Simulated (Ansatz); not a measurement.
**triplet IF: levels of theory compared**

We compute a comparison of 6 runs (U-wB97X/STO-3G, UBHLYP/STO-3G, UHSE06/STO-3G, UBCCD(T)/STO-3G, UCCSDT(Q)/STO-3G, UCCSD/STO-3G) of triplet IF. 

The results are computed with Ansatz 0.2.0.

38 further runs of the same task are left out: 9 that didn't finish, 29 set aside as unsound or not needed.

### 1 The system as given

IF has 2 atoms, charge 0, and is taken as a triplet. SMILES of the parent species: `FI`. The bond length is the one measured for the parent species. That shape belongs to the parent species and isn't relaxed for this state.

Bond lengths: F1–I2 1.910 Å.

### 2 A single-point energy at U-wB97X/STO-3G (run 1)

Input file molecule.yaml:

```yaml
crystal:
  periodic: [false, false, false]
  atoms:
    - {symbol: F, position_ang: [0.000000, 0.000000, 0.000000]}
    - {symbol: I, position_ang: [0.000000, 0.000000, 1.909759]}
basis:
  gaussian:
    orbitals: STO-3G
accuracy: high
magnetization:
  spin_polarized: true
  initial_magnetization: 2
hamiltonian:
  xc: {name: wB97X}
```

On the command line:

```console
$ ansatz run molecule.yaml --threads 1 --pin off --max-ram 2610MiB --events-out events.jsonl --progress --plain --runs-dir runs
```

Log:

```text
Warning: RAYON_NUM_THREADS=1 ignored (pool sized by the plan → 1); use --threads N
Functional definition: wB97X
  name "wB97X"
  parameter omega = 0.3/bohr
  parameter cx = 0.157706
  parameter cx1 = 0.726479
  parameter cx2 = 1.04760
  parameter cx3 = -5.70635
  parameter cx4 = 13.2794
  parameter css1 = -4.33879
  parameter css2 = 18.2308
  parameter css3 = -31.7430
  parameter css4 = 17.2901
  parameter cos1 = 2.37031
  parameter cos2 = -11.3995
  parameter cos3 = 6.58405
  parameter cos4 = -3.78132
  exchange = spin_sum(e_x_unif_sr(omega)*poly(b97_u_x, 1 - cx, cx1, cx2, cx3, cx4)) + cx*exact_x_sr(omega)
      + exact_x_lr(omega)
  correlation = spin_sum(e_c_pw_same_spin*poly(b97_u_same, 1, css1, css2, css3, css4))
      + integral(e_c_pw_opposite_spin*poly(b97_u_opposite, 1, cos1, cos2, cos3, cos4))
414 factors; integrals over basis functions are off by at most 5.2e-9 eV
94 factors; integrals over basis functions are off by at most 1.6e-9 eV
mean field evaluation 1: about -189152.1544 eV, gradient 2.0e0 eV
mean field evaluation 2: about -189152.1902 eV, gradient 4.2e-1 eV
mean field evaluation 4: about -189152.2310 eV, gradient 1.0e-1 eV
mean field evaluation 8: about -189152.2314 eV, gradient 5.4e-3 eV
mean field evaluation 16: about -189152.2314 eV, gradient 2.5e-8 eV
mean field -189152.23142524 eV, -6951.2162928902 hartree, gradient 2.4e-9 eV, S^2 2.000000; 0 other end points of the search recorded, 0 dependent functions left out
reference -189152.23142432 eV, -6951.2162928563 hartree; 32, 30 occupied and 0, 2 virtual orbitals, 414 factors
Total energy: -189152.23142432 eV, -6951.2162928563 hartree
```

Run time: 10 s. Hardware: 1 thread of Arm Neoverse V2, shared host; peak memory 0.34 GiB.

### 3 A single-point energy at UBHLYP/STO-3G (run 2)

Input file job.yaml:

```yaml
crystal:
  periodic: [false, false, false]
  atoms:
    - {symbol: F, position_ang: [0.000000, 0.000000, 0.000000]}
    - {symbol: I, position_ang: [0.000000, 0.000000, 1.909759]}
basis:
  gaussian:
    orbitals: STO-3G
magnetization:
  spin_polarized: true
  initial_magnetization: 2
hamiltonian:
  xc: {name: BHLYP}
accuracy: high
```

On the command line:

```console
$ ansatz run job.yaml --threads 1 --pin off --max-ram 2610MiB --events-out events.jsonl --progress --plain --runs-dir runs
```

Log:

```text
Warning: RAYON_NUM_THREADS=1 ignored (pool sized by the plan → 1); use --threads N
Functional definition: BHLYP
  name "BHLYP"
  parameter a = 0.5
  exchange = (1 - a)*b88_x + a*exact_x
  correlation = lyp_c
414 factors; integrals over basis functions are off by at most 5.2e-9 eV
mean field evaluation 1: about -189151.9316 eV, gradient 3.3e0 eV
mean field evaluation 2: about -189151.9667 eV, gradient 3.3e0 eV
mean field evaluation 4: about -189152.1001 eV, gradient 2.7e-1 eV
mean field evaluation 8: about -189152.1947 eV, gradient 2.4e-3 eV
mean field evaluation 16: about -189152.1947 eV, gradient 4.7e-8 eV
mean field -189152.19468847 eV, -6951.2149428389 hartree, gradient 2.4e-8 eV, S^2 2.000000; 0 other end points of the search recorded, 0 dependent functions left out
reference -189152.19470192 eV, -6951.2149433330 hartree; 32, 30 occupied and 0, 2 virtual orbitals, 414 factors
Total energy: -189152.19470192 eV, -6951.2149433330 hartree
```

Wall time 2.4 s (1 thread of Arm Neoverse V2, shared host); peak memory 0.13 GiB.

Runs 3 to 4 aren't shown in full; the table further down has their settings and results.

### 4 A single-point energy at UCCSDT(Q)/STO-3G (run 5)

Input file in.yaml:

```yaml
basis:
  gaussian:
    orbitals: STO-3G
crystal:
  periodic: [false, false, false]
  atoms:
    - symbol: F
      position_ang: [0.000000, 0.000000, 0.000000]
    - symbol: I
      position_ang: [0.000000, 0.000000, 1.909759]
magnetization:
  spin_polarized: true
  initial_magnetization: 2
correlation:
  method: ccsdt_q
  frozen_orbitals: {F: 1, I: 18}
accuracy: high
scf:
  omitted_lower_state_checks: [cluster_reference, increment]
```

On the command line:

```console
$ ansatz run in.yaml --threads 1 --pin off --max-ram 2610MiB --events-out events.jsonl --progress --plain --runs-dir runs
```

Log:

```text
Warning: RAYON_NUM_THREADS=1 ignored (pool sized by the plan → 1); use --threads N
Functional definition: HF
  name "HF"
  exchange = exact_x
  correlation = 0
these checks for a lower state are left out or cut short: cluster_reference, increment
414 factors; integrals over basis functions are off by at most 5.2e-9 eV
mean field evaluation 1: about -189078.3369 eV, gradient 5.1e0 eV
mean field evaluation 2: about -189078.5169 eV, gradient 5.1e0 eV
mean field evaluation 4: about -189078.9631 eV, gradient 4.2e-1 eV
mean field evaluation 8: about -189078.9426 eV, gradient 3.1e-3 eV
mean field evaluation 16: about -189079.4364 eV, gradient 1.4e-8 eV
mean field evaluation 32: about -189079.4364 eV, gradient 2.4e-5 eV
mean field -189079.43643345 eV, -6948.5411262840 hartree, gradient 1.4e-8 eV, S^2 2.000000; 5 other end points of the search recorded, 0 dependent functions left out
19 core orbitals not correlated: weight in the atoms' cores, before any rotation towards them, 1.000 or more for the frozen orbitals, at most 0.000 for the correlated occupied ones
reference -189079.43643345 eV, -6948.5411262840 hartree; 13, 11 occupied and 0, 2 virtual orbitals, 414 factors
second order -0.13202102 eV of doubles, -0.00000000 eV of singles
cycle   1  -0.21289350 eV  change   -8.1e-2 eV  update   4.8e-2
cycle   2  -0.31406482 eV  change   -1.0e-1 eV  update   4.5e-2
cycle   3  -0.71869579 eV  change   -4.0e-1 eV  update   3.9e-2
cycle   4  -0.65496577 eV  change    6.4e-2 eV  update   8.1e-3
cycle   5  -0.70466483 eV  change   -5.0e-2 eV  update   3.3e-3
cycle   6  -0.68448311 eV  change    2.0e-2 eV  update   1.6e-3
cycle   7  -0.68888961 eV  change   -4.4e-3 eV  update   4.9e-4
cycle   8  -0.68906467 eV  change   -1.8e-4 eV  update   2.5e-5
cycle   9  -0.68909093 eV  change   -2.6e-5 eV  update   4.2e-6
cycle  10  -0.68910088 eV  change   -1.0e-5 eV  update   1.2e-6
cycle  11  -0.68910155 eV  change   -6.8e-7 eV  update   9.6e-8
cycle  12  -0.68910199 eV  change   -4.4e-7 eV  update   6.9e-8
cycle  13  -0.68910199 eV  change   -2.8e-9 eV  update   5.5e-9
cycle  14  -0.68910200 eV  change   -7.5e-9 eV  update   5.7e-8
cycle  15  -0.68910186 eV  change    1.4e-7 eV  update   2.3e-8
cycle  16  -0.68910187 eV  change   -8.3e-9 eV  update   1.2e-9
cycle  17  -0.68910187 eV  change   1.8e-12 eV  update  8.1e-11
perturbative correction 0.00000000 eV, 0.0000000000 hartree
Total energy: -189080.12553532 eV, -6948.5664503108 hartree
Checks for a lower state left out: cluster_reference, increment
```

It took 1.1 s on 1 thread of Arm Neoverse V2, shared host; peak memory 0.097 GiB.

### 5 The energy at UCCSD/STO-3G (run 6)

Input file in.yaml:

```yaml
crystal:
  periodic: [false, false, false]
  atoms:
    - symbol: F
      position_ang: [0.000000, 0.000000, 0.000000]
    - symbol: I
      position_ang: [0.000000, 0.000000, 1.909759]
basis:
  gaussian: {orbitals: STO-3G}
correlation: {method: ccsd, frozen_orbitals: {F: 1, I: 18}}
accuracy: high
magnetization: {spin_polarized: true, initial_magnetization: 2}
scf: {omitted_lower_state_checks: [cluster_reference, increment]}
```

On the command line:

```console
$ ansatz run in.yaml --threads 1 --pin off --max-ram 2610MiB --events-out events.jsonl --progress --plain --runs-dir runs
```

Log:

```text
Warning: RAYON_NUM_THREADS=1 ignored (pool sized by the plan → 1); use --threads N
[... 4 set-up lines as earlier in the session ...]
these checks for a lower state are left out or cut short: cluster_reference, increment
414 factors; integrals over basis functions are off by at most 5.2e-9 eV
mean field evaluation 1: about -189078.3369 eV, gradient 5.1e0 eV
mean field evaluation 2: about -189078.5169 eV, gradient 5.1e0 eV
mean field evaluation 4: about -189078.9631 eV, gradient 4.2e-1 eV
mean field evaluation 8: about -189078.9426 eV, gradient 3.1e-3 eV
mean field evaluation 16: about -189079.4364 eV, gradient 1.4e-8 eV
mean field evaluation 32: about -189079.4364 eV, gradient 2.4e-5 eV
mean field -189079.43643345 eV, -6948.5411262840 hartree, gradient 1.4e-8 eV, S^2 2.000000; 5 other end points of the search recorded, 0 dependent functions left out
19 core orbitals not correlated: weight in the atoms' cores, before any rotation towards them, 1.000 or more for the frozen orbitals, at most 0.000 for the correlated occupied ones
reference -189079.43643345 eV, -6948.5411262840 hartree; 13, 11 occupied and 0, 2 virtual orbitals, 414 factors
second order -0.13202102 eV of doubles, -0.00000000 eV of singles
cycle   1  -0.21289350 eV  change   -8.1e-2 eV  update   4.8e-2
cycle   2  -0.31406484 eV  change   -1.0e-1 eV  update   4.5e-2
cycle   3  -0.71869642 eV  change   -4.0e-1 eV  update   3.9e-2
cycle   4  -0.65496459 eV  change    6.4e-2 eV  update   8.1e-3
cycle   5  -0.70466498 eV  change   -5.0e-2 eV  update   3.3e-3
cycle   6  -0.68448179 eV  change    2.0e-2 eV  update   1.6e-3
cycle   7  -0.68888725 eV  change   -4.4e-3 eV  update   4.9e-4
cycle   8  -0.68906473 eV  change   -1.8e-4 eV  update   2.5e-5
cycle   9  -0.68909119 eV  change   -2.6e-5 eV  update   4.2e-6
cycle  10  -0.68910045 eV  change   -9.3e-6 eV  update   1.2e-6
cycle  11  -0.68910158 eV  change   -1.1e-6 eV  update   1.2e-7
cycle  12  -0.68910148 eV  change    1.0e-7 eV  update   3.1e-8
cycle  13  -0.68910157 eV  change   -8.8e-8 eV  update   4.6e-8
cycle  14  -0.68910191 eV  change   -3.5e-7 eV  update   3.0e-8
cycle  15  -0.68910190 eV  change    1.1e-8 eV  update   4.6e-9
cycle  16  -0.68910187 eV  change    3.6e-8 eV  update   3.4e-9
cycle  17  -0.68910187 eV  change   -5.0e-9 eV  update  5.9e-10
cycle  18  -0.68910187 eV  change  -6.4e-10 eV  update  7.2e-11
Total energy: -189080.12553532 eV, -6948.5664503108 hartree
Checks for a lower state left out: cluster_reference, increment
```

Run time: 0.97 s. Hardware: 1 thread of Arm Neoverse V2, shared host; peak memory 0.092 GiB.

### 6 All runs side by side

```
run             level  frozen core orbitals   energy (Eh)   ⟨S²⟩  wall time
  1    U-wB97X/STO-3G                     –  -6951.216293  2.000       10 s
  2     UBHLYP/STO-3G                     –  -6951.214943  2.000      2.4 s
  3     UHSE06/STO-3G                     –  -6950.709271  2.000      3.3 s
  4   UBCCD(T)/STO-3G                    19  -6948.566450  2.000     0.97 s
  5  UCCSDT(Q)/STO-3G                    19  -6948.566450  2.000      1.1 s
  6      UCCSD/STO-3G                    19  -6948.566450  2.000     0.97 s
```

### 7 Results

| quantity | value |
| --- | --- |
| run 6: total energy | -6948.56645 Eh |
| run 6: correlation energy (19 core orbitals frozen) | -25.3 mEh |
| run 6: ⟨S²⟩ of the reference determinant | 2.000 |
| run 6: T1 diagnostic | 0.048 |

What this shows: Totals of different functionals can't be ranked against each other. In runs 1, 2, 3, 4, 5, 6 the basis is minimal, so the values are rough. In runs 1, 2, 3, 4, 5, 6 relativity is left out where basis or elements ask for it. All runs together took 19 s, the longest 10 s.
